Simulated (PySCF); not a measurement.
**[Tl(OH)4]−: other functionals and bases at one geometry**

The task here is to estimate one member of a computed series from the others.

Method: several levels, as the steps say, no spin–orbit coupling; program: PySCF 2.14.0.

5 further runs of the same task are left out: 2 for a known fault of the program, 1 that didn't finish, 2 set aside as unsound or not needed.

## The system as given

9 atoms, charge -1, spin multiplicity 1.

Bond lengths: Tl1–O2 2.203 Å, Tl1–O4 2.203 Å, Tl1–O6 2.203 Å, Tl1–O8 2.203 Å, O2–H3 0.979 Å, O4–H5 0.979 Å, O6–H7 0.979 Å, O8–H9 0.979 Å. Angles: O2–Tl1–O4 90.0°, O2–Tl1–O6 179.9°, O2–Tl1–O8 90.0°, O4–Tl1–O6 90.0°, O4–Tl1–O8 179.9°, O6–Tl1–O8 90.0°, Tl1–O2–H3 97.0°, Tl1–O4–H5 97.0°, Tl1–O6–H7 97.0°, Tl1–O8–H9 97.0°.

Coordinates:

```xyz
9
charge -1, multiplicity 1
Tl    0.0000    0.0000    0.3386
O     2.1723   -0.3654    0.3361
H     2.4518    0.5725    0.3338
O     0.3654    2.1723    0.3361
H    -0.5725    2.4518    0.3338
O    -2.1723    0.3654    0.3361
H    -2.4518   -0.5725    0.3338
O    -0.3654   -2.1723    0.3361
H     0.5725   -2.4518    0.3338
```

Formal oxidation states: Tl +3. An earlier session relaxed this geometry at TPSS, Tl def2-SVP with ECP60, O def2-SVP, H def2-SVP (singlet, point group C4h).

At TPSS on the finer grid: E = -475.562646 Eh, HOMO -0.33 eV, LUMO 2.46 eV, Mulliken charge on Tl1 +0.37 e, largest force component 0.009 eV/Å. 

Levels to run: BLYP; PBE; TPSSh; M06-L; TPSS, TZVP; TPSS, x2c-SVP. Hardware: 2 threads of Arm Neoverse V1, shared host.

The first run:

The input, run.py (the lines that set the calculation):

```python
mol = gto.M(atom='''
Tl     0.00000     0.00000     0.33858
O      2.17226    -0.36543     0.33606
H      2.45176     0.57247     0.33380
O      0.36543     2.17226     0.33606
H     -0.57247     2.45176     0.33380
O     -2.17226     0.36543     0.33606
H     -2.45176    -0.57247     0.33380
O     -0.36543    -2.17226     0.33606
H      0.57247    -2.45176     0.33380''',
    basis={'Tl': 'def2-SVP', 'O': 'def2-SVP', 'H': 'def2-SVP'},
    ecp={'Tl': 'def2-SVP'},
    charge=-1, spin=0)
mf = dft.RKS(mol, xc='BLYP')
mf.grids.atom_grid = (75, 302)
mf = mf.density_fit()  # fitting sets: Tl def2-universal-JKFIT, O def2-universal-JKFIT, H def2-universal-JKFIT
mf.conv_tol = 1e-08; mf.max_cycle = 55
mf.kernel(dm0)  # dm0: the density of the relaxed state
```

Started as:

```sh
$ OMP_NUM_THREADS=2 python run.py
```

Steps of the session up to this table: BLYP; PBE; TPSSh; M06-L; TPSS, TZVP; TPSS, x2c-SVP.

One table of the session follows, with a row left open; its other results are not shown here.

```
              level  HOMO (eV)  gap (eV)  charge on Tl1 (e)  largest force component (eV/Å)
TPSS (relaxed here)      -0.33      2.78               0.37                            0.01
               BLYP      -0.13      2.60               0.28                            0.25
                PBE      -0.28      2.66               0.29                            0.08
              TPSSh      -0.88      3.60               0.46                            0.27
              M06-L      -0.53      3.04               0.66                            0.60
         TPSS, TZVP      -0.96      2.80               0.79                            0.28
      TPSS, x2c-SVP          ?         ?                  ?                               ?
```

Estimate the missing values for TPSS, x2c-SVP.

The run gave: HOMO (eV): -0.28; gap (eV): 2.76; charge on Tl1 (e): 0.47; largest force component (eV/Å): 0.20.

In one basis the gap runs from 2.60 eV (BLYP) to 3.60 eV (TPSSh). The largest leftover force, 0.60 eV/Å with M06-L, stands at a geometry relaxed at another level. Total energies of different levels can't be compared.
